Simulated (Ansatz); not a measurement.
**CCSD/6-31G(d) (spherical functions) run of CH6BNO2 (SMILES COB(N)O)**

Aim: the energy change on altering one bond length of CH6BNO2 at CCSD/6-31G* (spherical functions), from 2 runs. 

The calculation is run with Ansatz 0.2.0.

131 further runs of the same task are left out: 1 that didn't finish, 130 set aside as unsound or not needed.

## Step 1: Starting point

The species is CH6BNO2 (11 atoms), meant as a singlet with charge 0. As SMILES, `COB(N)O`. The coordinates come from a PBE0-D4/def2-TZVP relaxation. This is one conformer, not always the lowest.

Bond lengths: C1–O2 1.404 Å, O2–B3 1.375 Å, B3–N4 1.409 Å, B3–O5 1.372 Å, C1–H6 1.096 Å, C1–H7 1.091 Å, C1–H8 1.096 Å, N4–H9 1.002 Å, N4–H10 1.003 Å, O5–H11 0.959 Å. Some angles: C1–O2–B3 120.9°, O2–B3–N4 123.5°, O2–B3–O5 117.8°, N4–B3–O5 118.7°, O2–C1–H6 111.6°, O2–C1–H7 108.2°, O2–C1–H8 111.6°, B3–N4–H9 124.4°, B3–N4–H10 121.1°, B3–O5–H11 111.1°.

## Step 2: A single-point energy at CCSD/6-31G(d) (spherical functions)

Input file molecule.yaml:

```yaml
crystal:
  periodic: [false, false, false]
  atoms:
    - {symbol: C, position_ang: [0.713500, 0.851600, 1.129700]}
    - {symbol: O, position_ang: [-0.446700, 0.102500, 0.878500]}
    - {symbol: B, position_ang: [-0.644000, -0.506700, -0.338400]}
    - {symbol: N, position_ang: [0.275800, -0.431900, -1.403700]}
    - {symbol: O, position_ang: [-1.801000, -1.223100, -0.514800]}
    - {symbol: H, position_ang: [0.801300, 1.701800, 0.443100]}
    - {symbol: H, position_ang: [0.654400, 1.238600, 2.147600]}
    - {symbol: H, position_ang: [1.616900, 0.236000, 1.047600]}
    - {symbol: H, position_ang: [1.144100, 0.066300, -1.366900]}
    - {symbol: H, position_ang: [0.095200, -0.890900, -2.277500]}
    - {symbol: H, position_ang: [-2.344100, -1.201100, 0.275400]}
basis:
  gaussian: {orbitals: 6-31G_st_-spherical.json}
correlation: {method: ccsd, frozen_orbitals: {B: 1, C: 1, H: 0, "N": 1, O: 1}}
accuracy: high
scf: {omitted_lower_state_checks: [cluster_reference, increment]}
```

The basis set 6-31G* is read from a file made from the Basis Set Exchange's data (not shown).

On the command line:

```console
ansatz run molecule.yaml --threads 1 --pin off --max-ram 3480MiB --events-out events.jsonl --progress --plain --runs-dir runs
```

Output, shortened:

```text
Warning: RAYON_NUM_THREADS=1 ignored (pool sized by the plan → 1); use --threads N
Functional definition: HF
  name "HF"
[...]
1994 factors; integrals over basis functions are off by at most 3.4e-9 eV
[...]
mean field -7356.71862966 eV, -270.3544230772 hartree, gradient 6.9e-9 eV, S^2 0.000000; 0 other end points of the search recorded, 0 dependent functions left out
5 core orbitals not correlated: weight in the atoms' cores, before any rotation towards them, 1.000 or more for the frozen orbitals, at most 0.000 for the correlated occupied ones
reference -7356.71862966 eV, -270.3544230772 hartree; 15, 15 occupied and 62, 62 virtual orbitals, 1994 factors
second order -19.40211916 eV of doubles, -0.00000000 eV of singles
cycle   1  -19.85326424 eV  change   -4.5e-1 eV  update   9.4e-2
[...]
cycle  19  -20.42203582 eV  change   -1.4e-9 eV  update   2.1e-9
Total energy: -7377.14066548 eV, -271.1049190509 hartree
Checks for a lower state left out: cluster_reference, increment
```

Run time: 15 s. Hardware: 1 thread of Arm Neoverse V1, shared host; peak memory 0.5 GiB.

## Step 3: The distorted shape, same level

Input file job.yaml:

```yaml
crystal:
  periodic: [false, false, false]
  atoms:
    - symbol: C
      position_ang: [-0.022358, 0.791759, 1.981960]
    - symbol: O
      position_ang: [-1.182558, 0.042659, 1.730760]
    - symbol: B
      position_ang: [-1.379858, -0.566541, 0.513860]
    - symbol: "N"
      position_ang: [0.275800, -0.431900, -1.403700]
    - symbol: O
      position_ang: [-2.536858, -1.282941, 0.337460]
    - symbol: H
      position_ang: [0.065442, 1.641959, 1.295360]
    - symbol: H
      position_ang: [-0.081458, 1.178759, 2.999860]
    - symbol: H
      position_ang: [0.881042, 0.176159, 1.899860]
    - symbol: H
      position_ang: [1.144100, 0.066300, -1.366900]
    - symbol: H
      position_ang: [0.095200, -0.890900, -2.277500]
    - symbol: H
      position_ang: [-3.079958, -1.260941, 1.127660]
basis:
  gaussian:
    orbitals: 6-31G_st_-spherical.json
correlation:
  method: ccsd
  frozen_orbitals: {B: 1, C: 1, H: 0, "N": 1, O: 1}
accuracy: high
scf:
  omitted_lower_state_checks: [cluster_reference, increment]
```

The basis set 6-31G* is read from a file made from the Basis Set Exchange's data (not shown).

On the command line:

```console
ansatz run job.yaml --threads 1 --pin off --max-ram 3480MiB --events-out events.jsonl --progress --plain --runs-dir runs
```

Output, shortened:

```text
Warning: RAYON_NUM_THREADS=1 ignored (pool sized by the plan → 1); use --threads N
[... 2 set-up lines as earlier in the session ...]
[...]
1946 factors; integrals over basis functions are off by at most 3.4e-9 eV
[...]
mean field -7350.59578600 eV, -270.1294127227 hartree, gradient 2.8e-8 eV, S^2 0.000000; 0 other end points of the search recorded, 0 dependent functions left out; unrestricted orbitals would lower it
5 core orbitals not correlated: weight in the atoms' cores, before any rotation towards them, 1.000 or more for the frozen orbitals, at most 0.000 for the correlated occupied ones
reference -7350.59578600 eV, -270.1294127227 hartree; 15, 15 occupied and 62, 62 virtual orbitals, 1946 factors
second order -19.87887100 eV of doubles, -0.00000000 eV of singles
cycle   1  -20.14357755 eV  change   -2.6e-1 eV  update   1.3e-1
[...]
cycle  28  -20.93575102 eV  change   -1.1e-9 eV  update   3.2e-9
Total energy: -7371.53153702 eV, -270.8987873819 hartree
Checks for a lower state left out: cluster_reference, increment
```

Run time: 20 s. Hardware: 1 thread of Arm Neoverse V1, shared host; peak memory 0.49 GiB.

## Step 4: Outcome

At CCSD/6-31G* (spherical functions), 5 core orbitals frozen:

| quantity | value |
| --- | --- |
| first shape: total energy | -271.10492 Eh |
| first shape: correlation energy (5 core orbitals frozen) | -750.5 mEh |
| first shape: T1 diagnostic | 0.012 |
| distorted shape: total energy | -270.89879 Eh |
| distorted shape: correlation energy (5 core orbitals frozen) | -769.4 mEh |
| distorted shape: T1 diagnostic | 0.019 |
| energy change with the B3–N4 bond stretched from 1.409 to 2.537 Å | 5.609 eV |

In words: With the B3–N4 bond stretched from 1.409 to 2.537 Å the energy rises by 5.61 eV (129 kcal/mol). The first shape isn't relaxed at this level, so the change isn't measured from a minimum. The restricted solution (distorted shape) is unstable to spin breaking: an unrestricted one lies lower.
